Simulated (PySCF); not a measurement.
# C4H6F3I (tg-3-Iodo-1,1,1-trifluorobutane): the cost of one run

Computed with PySCF 2.14.0 and routines of our own; the level stands in each step. Atoms count from 0.

## Step 1: The starting structure

14 atoms, charge 0, multiplicity 1; geometry from: GFN2-xTB.

## Step 2: Geometry optimisation at PBE0-D3(BJ)/def2-SVP

What the job is given:

```
{"job": {"xc": "PBE0", "basis": "def2-SVP", "d3": "d3bj", "grid": 1, "maxiter": 30, "shake": 0.01, "kind": "geom"}, "charge": 0, "multiplicity": 1}
C     -1.502210    -0.583530    -0.294310
C     -0.718040     0.604350     0.224100
I     -1.736420     1.491060     1.942840
C      0.733500     0.231830     0.653030
C      1.574490    -0.183800    -0.527780
F      1.484730     0.684600    -1.548290
F      1.292410    -1.392170    -1.006510
F      2.885080    -0.213580    -0.168470
H     -2.541060    -0.241140    -0.509450
H     -1.077760    -0.945730    -1.203240
H     -1.572960    -1.367260     0.440460
H     -0.667540     1.414400    -0.502210
H      1.169880     1.088210     1.123270
H      0.668740    -0.602320     1.368790
```

On the command line:

```bash
OMP_NUM_THREADS=1 python heavy_run.py task.json out
```

This one command runs all jobs of the session in turn.

Q: Estimate the wall time and peak memory of this first job on 1 thread of Intel Xeon Platinum 8488C, shared host.

About 1.9 min, with a peak of 0.64 GiB.
